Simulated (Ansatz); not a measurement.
Ca3GeN, space group Pm-3m, a test of the smearing width

With Ansatz 0.2.0, Python API.

Interactive session:
```pycon
>>> import ansatz as az
>>> from tabulate import tabulate
>>> K_LENGTH = 22
>>> crystal = (
...     az.Lattice.of((4.7573, 0.0, 0.0), (0.0, 4.7573, 0.0), (0.0, 0.0, 4.7573))
...     .atom('Ca', (0.0, 0.5, 0.5))
...     .atom('Ca', (0.5, 0.0, 0.5))
...     .atom('Ca', (0.5, 0.5, 0.0))
...     .atom('Ge', (0.0, 0.0, 0.0))
...     .atom('N', (0.5, 0.5, 0.5))
... )
>>> job = (
...     crystal.calculation()
...     .functional(az.Functional.PBESOL)
...     .kpoints(length=K_LENGTH)  # finer meshes matter most for metals
... )
>>> rows = []
>>> for value in [0.5, 0.3, 0.2, 0.1]:
...     summary = job.occupations('methfessel_paxton', width=value).run(threads=1).report
...     rows.append((value, summary['free_energy_ev'] / len(summary['lattice']['sites']), summary['n_iterations'], summary['n_kpoints']))
...
DeckWarning: basis.ecutwfc = 420 eV, auto-derived from the records' recommended cutoffs: set by Ca (normal level)
>>> print(tabulate(rows, headers=['width (eV)', 'F/atom (eV)', 'iterations', 'k-points'], floatfmt='.4f', tablefmt='simple'))
  width (eV)    F/atom (eV)    iterations    k-points
------------  -------------  ------------  ----------
      0.5000     -2003.4397             8          10
      0.3000     -2003.4396             8          10
      0.2000     -2003.4391             8          10
      0.1000     -2003.4382             7          10
>>> # differences from the last row
>>> for row in rows[:-1]:
...     shift = 1000 * (row[1] - rows[-1][1])
...     print(f'{row[0]}: {shift:+.2f} meV/atom' + ('  (within 1 meV)' if abs(shift) < 1 else ''))
...
0.5: -1.54 meV/atom
0.3: -1.38 meV/atom
0.2: -0.96 meV/atom  (within 1 meV)
```

Going from 0.1 to 0.5 eV changes F by -1.5 meV an atom. This scheme is built to cancel the term in the square of the width, so the shifts stay small and are partly the mesh's error.

Reading the output:
- The mesh is modest for a metal, so energies can be off by several to tens of meV an atom and pressures by half a GPa or more; differences at equal mesh fare better.
- The narrowest width needs the finest mesh, so the last row is no converged reference.
- The starting cell is as deposited in a crystallographic database; the results hold for this polymorph, which needn't be the stable one.
- Warnings are shown shortened and without file and line.
- Finished in 6.6 s on 1 thread of Arm Neoverse V2, with other jobs on the host, peak memory 0.39 GiB.

(Lines on the test bed's own set-up are left out of the output.)
